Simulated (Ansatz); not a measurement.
# Na2MoP4: a short molecular-dynamics run, part 2 of 2

A trajectory of Na2MoP4, an element-swapped structure with 14 atoms that was not relaxed first: 30 steps of 1 fs at constant energy, with velocities drawn for 300 K.

Ansatz 0.2.0; DFT PBE, plane waves, PAW, scalar-relativistic, no spin polarisation. The steps go on from the part before.

## 4. Frames from the trajectory

Positions (Å) and forces (eV/Å):

```xyz
14
Lattice="0.000 5.187 5.187 5.187 0.000 5.187 5.187 5.187 0.000" Properties=species:S:1:pos:R:3:forces:R:3 pbc="T T T" time_fs=4.0 T=656 dE=-0.5996
P     2.726    2.730    2.720   -3.617   -3.649   -3.650
P     7.664    5.303    5.303    3.045   -3.025   -3.035
P     5.042    5.054    2.718    3.571    3.691   -3.682
P     5.299    7.641    5.318   -3.513    3.409   -3.435
P     2.732    5.060    5.046   -3.585    3.643    3.544
P     7.644    7.687    7.663    2.967    2.974    2.975
P     5.074    2.713    5.084    3.003   -2.962    3.030
P     5.307    5.313    7.659   -3.194   -3.128    3.152
Mo    3.894    3.884    3.889    0.590   -0.695    0.717
Mo    6.484    6.485    6.481    0.664   -0.241    0.316
Na    0.003    0.013    0.003    0.040   -0.091   -0.007
Na    0.014    2.600    2.592   -0.058   -0.050    0.067
Na    2.587    2.597    0.001    0.032   -0.037    0.015
Na    2.568   -0.014    2.583    0.055    0.161   -0.007
14
Lattice="0.000 5.187 5.187 5.187 0.000 5.187 5.187 5.187 0.000" Properties=species:S:1:pos:R:3:forces:R:3 pbc="T T T" time_fs=9.0 T=1824 dE=-2.5684
P     2.702    2.711    2.689   -2.527   -2.641   -2.607
P     7.704    5.263    5.263    1.665   -1.602   -1.646
P     5.050    5.078    2.684    2.448    2.687   -2.654
P     5.251    7.654    5.294   -2.353    2.203   -2.235
P     2.717    5.091    5.058   -2.501    2.608    2.429
P     7.660    7.756    7.702    1.586    1.421    1.533
P     5.118    2.677    5.140    1.598   -1.535    1.626
P     5.271    5.284    7.694   -1.908   -1.760    1.804
Mo    3.901    3.875    3.889    0.896   -1.054    1.117
Mo    6.487    6.487    6.479    0.957   -0.333    0.483
Na    0.007    0.028    0.008    0.090   -0.211   -0.029
Na    0.032    2.608    2.591   -0.147   -0.108    0.171
Na    2.579    2.600    0.002    0.068   -0.085    0.025
Na    2.538   -0.030    2.571    0.128    0.410   -0.017
14
Lattice="0.000 5.187 5.187 5.187 0.000 5.187 5.187 5.187 0.000" Properties=species:S:1:pos:R:3:forces:R:3 pbc="T T T" time_fs=13.0 T=2563 dE=-3.8132
P     2.668    2.680    2.649   -1.202   -1.450   -1.331
P     7.745    5.222    5.221    0.504   -0.387   -0.476
P     5.070    5.112    2.641    1.150    1.431   -1.361
P     5.198    7.678    5.261   -1.064    0.974   -0.979
P     2.690    5.130    5.082   -1.239    1.353    1.176
P     7.681    7.819    7.742    0.511    0.047    0.349
P     5.162    2.640    5.195    0.411   -0.357    0.413
P     5.231    5.251    7.732   -0.759   -0.543    0.594
Mo    3.908    3.866    3.891    0.764   -0.888    0.982
Mo    6.491    6.488    6.478    0.762   -0.255    0.430
Na    0.010    0.039    0.011    0.128   -0.318   -0.067
Na    0.044    2.613    2.591   -0.242   -0.144    0.275
Na    2.573    2.602    0.003    0.083   -0.118    0.019
Na    2.514   -0.040    2.561    0.191    0.654   -0.026
14
Lattice="0.000 5.187 5.187 5.187 0.000 5.187 5.187 5.187 0.000" Properties=species:S:1:pos:R:3:forces:R:3 pbc="T T T" time_fs=17.0 T=2705 dE=-4.0511
P     2.629    2.643    2.603    0.105   -0.331   -0.081
P     7.790    5.178    5.176   -0.443    0.628    0.486
P     5.097    5.154    2.592   -0.084    0.204   -0.079
P     5.141    7.707    5.224    0.141   -0.104    0.151
P     2.657    5.177    5.112   -0.026    0.131    0.008
P     7.705    7.883    7.784   -0.309   -1.161   -0.606
P     5.209    2.601    5.252   -0.601    0.625   -0.633
P     5.187    5.215    7.774    0.201    0.484   -0.433
Mo    3.917    3.855    3.895    0.476   -0.530    0.652
Mo    6.496    6.489    6.478    0.413   -0.138    0.314
Na    0.015    0.047    0.013    0.156   -0.428   -0.134
Na    0.055    2.618    2.593   -0.360   -0.158    0.395
Na    2.568    2.604    0.004    0.076   -0.134   -0.010
Na    2.492   -0.045    2.550    0.254    0.911   -0.030
14
Lattice="0.000 5.187 5.187 5.187 0.000 5.187 5.187 5.187 0.000" Properties=species:S:1:pos:R:3:forces:R:3 pbc="T T T" time_fs=21.0 T=2292 dE=-3.3536
P     2.590    2.603    2.556    1.161    0.527    0.917
P     7.832    5.138    5.134   -1.101    1.361    1.160
P     5.123    5.197    2.542   -1.051   -0.763    0.959
P     5.084    7.735    5.188    1.080   -0.885    0.997
P     2.624    5.224    5.142    0.938   -0.850   -0.892
P     7.728    7.941    7.823   -0.833   -2.079   -1.269
P     5.253    2.564    5.305   -1.366    1.337   -1.418
P     5.144    5.182    7.813    0.874    1.224   -1.181
Mo    3.926    3.844    3.900    0.181   -0.161    0.315
Mo    6.502    6.489    6.478    0.079   -0.042    0.208
Na    0.021    0.053    0.015    0.170   -0.531   -0.229
Na    0.064    2.621    2.598   -0.487   -0.142    0.520
Na    2.563    2.604    0.005    0.041   -0.120   -0.065
Na    2.472   -0.044    2.540    0.313    1.123   -0.022
14
Lattice="0.000 5.187 5.187 5.187 0.000 5.187 5.187 5.187 0.000" Properties=species:S:1:pos:R:3:forces:R:3 pbc="T T T" time_fs=26.0 T=1409 dE=-1.8682
P     2.549    2.558    2.504    2.031    1.222    1.739
P     7.877    5.097    5.090   -1.561    1.906    1.634
P     5.147    5.245    2.486   -1.837   -1.537    1.827
P     5.021    7.764    5.149    1.853   -1.459    1.667
P     2.589    5.277    5.173    1.741   -1.676   -1.610
P     7.751    7.999    7.863   -1.157   -2.761   -1.747
P     5.298    2.528    5.362   -1.985    1.858   -2.020
P     5.096    5.148    7.854    1.344    1.773   -1.754
Mo    3.937    3.829    3.906   -0.098    0.193    0.003
Mo    6.509    6.490    6.479   -0.223    0.030    0.125
Na    0.029    0.055    0.015    0.171   -0.627   -0.365
Na    0.070    2.624    2.609   -0.614   -0.086    0.642
Na    2.557    2.604    0.005   -0.037   -0.052   -0.159
Na    2.449   -0.033    2.526    0.372    1.215    0.017
14
Lattice="0.000 5.187 5.187 5.187 0.000 5.187 5.187 5.187 0.000" Properties=species:S:1:pos:R:3:forces:R:3 pbc="T T T" time_fs=30.0 T=750 dE=-0.7597
P     2.528    2.528    2.472    2.403    1.575    2.110
P     7.904    5.075    5.064   -1.723    2.120    1.802
P     5.157    5.275    2.452   -2.188   -1.875    2.221
P     4.980    7.779    5.127    2.216   -1.692    1.984
P     2.571    5.310    5.190    2.122   -2.072   -1.930
P     7.763    8.030    7.885   -1.260   -2.960   -1.944
P     5.323    2.510    5.397   -2.269    2.038   -2.242
P     5.065    5.131    7.877    1.511    1.990   -2.008
Mo    3.946    3.818    3.911   -0.245    0.382   -0.154
Mo    6.515    6.490    6.479   -0.374    0.060    0.093
Na    0.037    0.051    0.012    0.173   -0.662   -0.452
Na    0.071    2.626    2.622   -0.650   -0.027    0.674
Na    2.553    2.603    0.005   -0.117    0.033   -0.233
Na    2.434   -0.014    2.516    0.400    1.091    0.078
```

## 5. What came out

What follows sums up all 2 parts.

```
                             quantity                            value
                               length                 30 steps of 1 fs
     temperature, first and last step                    300 and 750 K
             temperature, second half  mean 1930 K, from 750 to 2730 K
        potential energy, second half     -196 meV/atom from the start
   largest change of the total energy                    0.69 meV/atom
mean square displacement, second half   P 0.100, Na 0.008, Mo 0.003 Å²
```

In words: The temperature starts at 300 K and averages 1930 K in the second half, where it still falls, from 2715 to 750 K; the start was no minimum (force components up to 3.6 eV/Å), and the potential energy that it sheds (196 meV/atom) turns into motion. The total energy strays from its start by at most 0.69 meV/atom, 0.3 % of the mean kinetic energy, which is good for a step of 1 fs. The farthest move is 0.49 Å, against a mean nearest distance of 2.0 Å at the start: no atom has changed site so far. Averages from a run of 30 fs with 14 atoms are rough.
